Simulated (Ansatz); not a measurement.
Set up this calculation in Ansatz 0.2.0, as the native input.

| Property | Result |
| --- | --- |
| Task | band structure |
| Functional | PBEsol |
| Potentials or basis | Ansatz PAW |
| Cutoff | 420 eV (not typed: the program's choice for these potentials) |
| k mesh | 6 × 6 × 6 |
| Occupations | fermi-dirac, width 0.05 eV |
| Spin | no spin polarisation |
| Path | [["G", "X", "M", "G", "R", "X"], ["M", "R"]] |
| Points for each segment of the path | 14 |

Ga3Se:

```
Se Ga
1.0
     4.43246    0.00000    0.00000
     0.00000    4.43246    0.00000
     0.00000    0.00000    4.43246
Se Ga
1 3
Direct
  0.00000 0.00000 0.00000
  0.50000 0.50000 0.00000
  0.50000 0.00000 0.50000
  0.00000 0.50000 0.50000
```

The cell comes from a database or a generator and needn't be the stable form of this composition.

One way to write it, as run:

input.yaml

```yaml
crystal:
  lattice:
    - [4.432465, 0.0, 0.0]
    - [0.0, 4.432465, 0.0]
    - [0.0, 0.0, 4.432465]
  atoms:
    - { symbol: Se, position: [0.0, 0.0, 0.0] }
    - { symbol: Ga, position: [0.5, 0.5, 0.0] }
    - { symbol: Ga, position: [0.5, 0.0, 0.5] }
    - { symbol: Ga, position: [0.0, 0.5, 0.5] }
hamiltonian:
  xc: pbesol
  pseudopotentials: { kind: paw }
kpoints:
  mp_grid: { grid: [6, 6, 6] }
  band_path:
    path:
      - [[0.0, 0.0, 0.0], [0.0, 0.5, 0.0], [0.5, 0.5, 0.0], [0.0, 0.0, 0.0], [0.5, 0.5, 0.5], [0.0, 0.5, 0.0]]
      - [[0.5, 0.5, 0.0], [0.5, 0.5, 0.5]]
    npoints: 14
scf:
  occupations: { method: fermi_dirac, width: 0.05 }
  n_extra_bands: 10
output:
  forces: true
  stress: true
  eigenvalues: true
  fatbands: true
```

Potentials or basis: Ansatz PAW.

Run with:

```console
$ ansatz run input.yaml --threads 2 --pin off --max-ram 5632MiB --backend cpu --events-out ev --progress --plain --runs-dir out
```

Results of the run:

| Property | Result |
| --- | --- |
| Pressure | -3.6 GPa |
| Band gap on the k mesh | none (metal or under the smearing width) |

Caveat: the PAW data sets come from PBE, with cores solved anew for the run's functional, which leaves a small shift of forces and pressure.

Run time: 5.9 s on 2 threads of AMD EPYC 7R13 Processor (Zen 3) (shared host), peak memory 0.45 GiB.
